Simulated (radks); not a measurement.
# Li⁻ held by a Watson sphere

The task here is to estimate one member of a computed series from the others.

The numbers are computed with radks (a radial shooting solver on a logarithmic mesh, Libxc functionals) version 1 (scalar-relativistic Kohn-Sham, LDA (Slater exchange, Perdew-Wang correlation), spin-polarised, spherical densities, finite nucleus), except any that are marked as measured or tabulated.

**The atom as given**

| Property | Result |
| --- | --- |
| element | lithium (Z = 3) |
| charge | -1 |
| electrons | 4 |
| configuration | [He] 2s2 |
| nuclear rms radius | 2.444 fm |

Outer shells as boxes (Hund's rule):

Li⁻
```
[He] core
2s [↑↓]
```

The first run:

Settings of this run:

```text
Z 3
configuration [He] 2s2
relativity scalar-relativistic
functional lda,pw
spin polarised
nucleus finite rms 2.444 fm
c 137.035999084
watson charge 0.97 radius 1.79 bohr
response adiabatic LDA kernel
```

The run is started by

```
> python run_ks.py task.json out
```

This one command runs every case of the session in turn.

Among the steps run: R = 1.79 bohr; R = 1.94 bohr; R = 2.3 bohr; R = 2.34 bohr; R = 3.84 bohr; R = 3.89 bohr; R = 3.9 bohr.

One table of the session follows, with a row left open; its other results are not shown here.

```
R (bohr)  highest level (eV)  its <r> (bohr)  sum of <r²> (bohr²)  α (bohr³)
    1.79              -4.434           3.192                25.13      85.27
    1.94              -4.382           3.235                25.74      88.29
     2.3              -4.238           3.352                27.43      97.42
    2.34              -4.221           3.365                27.64      98.59
    3.84                   ?               ?                    ?          ?
    3.89              -3.482           3.928                37.10      164.6
     3.9              -3.478           3.931                37.16      165.1
```

Estimate the missing values for R (bohr) = 3.84.

Worked estimate for «highest level (eV)». A straight line through the neighbours (2.34, -4.221) and (3.89, -3.482) gives -4.221 + (-3.482 + 4.221) × (3.84 − 2.34) / (3.89 − 2.34) = -3.506; a parabola fitted to 4 rows on both sides gives -3.508.

**Answer.** highest level (eV): -3.506; its <r> (bohr): 3.910; sum of <r²> (bohr²): 36.77; α (bohr³): 161.9. In «highest level (eV)» the line misses by 0.000 and the parabola by -0.002.

A wider sphere makes a shallower well, so the ion swells.
